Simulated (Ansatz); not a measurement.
# C2H5BFN: how energies converge with the basis set

How large a basis does C2H5BFN need? Two functionals are run in growing sets.

Computed with Ansatz 0.2.0, Gaussian basis. Level: one geometry, several basis sets.

Plan: PBE0-D4/def2-SVP; ωB97M-V/def2-SVP; PBE0-D4/def2-QZVPP; ωB97M-V/def2-QZVPP; the functionals' def2-TZVPP values are taken from earlier runs.

### 1 The relaxed structure

The geometry comes from an earlier relaxation with PBE0-D4 in a triple-zeta def2 set; it is a stationary point, not always the lowest conformer.

SMILES `C=C(N)BF`, 10 atoms, charge 0, spin multiplicity 1.

Atoms are counted from 1 here; the program's logs count them from 0.

Bond lengths: C1–C2 1.347 Å, C1–H6 1.081 Å, C1–H7 1.086 Å, C2–N3 1.378 Å, C2–B4 1.546 Å, N3–H8 1.005 Å, N3–H9 1.006 Å, B4–F5 1.330 Å, B4–H10 1.196 Å. Angles: C2–C1–H6 119.5°, C2–C1–H7 123.1°, H6–C1–H7 117.4°, C1–C2–N3 124.8°, C1–C2–B4 116.5°, N3–C2–B4 118.7°, C2–N3–H8 116.6°, C2–N3–H9 118.0°, H8–N3–H9 114.3°, C2–B4–F5 119.1°, C2–B4–H10 122.9°, F5–B4–H10 118.0°.

### 2 PBE0-D4 in def2-SVP

in.yaml reads:

```yaml
crystal:
  periodic: [false, false, false]
  atoms:
    - {symbol: C, position_ang: [-1.006593, 0.963153, -0.032530]}
    - {symbol: C, position_ang: [-0.114633, -0.045557, -0.028459]}
    - {symbol: N, position_ang: [-0.429837, -1.373874, 0.160964]}
    - {symbol: B, position_ang: [1.360442, 0.338281, -0.287130]}
    - {symbol: F, position_ang: [2.296241, -0.604254, -0.214567]}
    - {symbol: H, position_ang: [-0.671749, 1.969557, -0.242887]}
    - {symbol: H, position_ang: [-2.066117, 0.819327, 0.159884]}
    - {symbol: H, position_ang: [0.323370, -1.980473, 0.435153]}
    - {symbol: H, position_ang: [-1.314475, -1.593673, 0.587150]}
    - {symbol: H, position_ang: [1.706351, 1.456314, -0.534478]}
basis:
  gaussian: {orbitals: def2-SVP}
hamiltonian: {xc: pbe0, dispersion: d4}
output: {orbitals: {seedname: orbitals}}
```

Launch:

```sh
> ansatz run in.yaml --threads 2 --pin off --events-out ev --progress --plain --max-ram 4352MiB
```

After this run come: ωB97M-V in def2-SVP; PBE0-D4 in def2-QZVPP; ωB97M-V in def2-QZVPP.

**Question.** What will the summary of the whole plan be? Wanted: PBE0-D4: double and triple zeta above quadruple; ωB97M-V: double and triple zeta above quadruple.

As calculated:

| quantity | value |
| --- | --- |
| PBE0-D4: double and triple zeta above quadruple | 8.55, 0.40 eV |
| ωB97M-V: double and triple zeta above quadruple | 8.82, 0.37 eV |

What this shows: For PBE0-D4 the step from double to triple zeta gains 8.16 eV and the next only 0.40 eV. Total energies overstate the basis error of differences, where much of it tends to cancel.
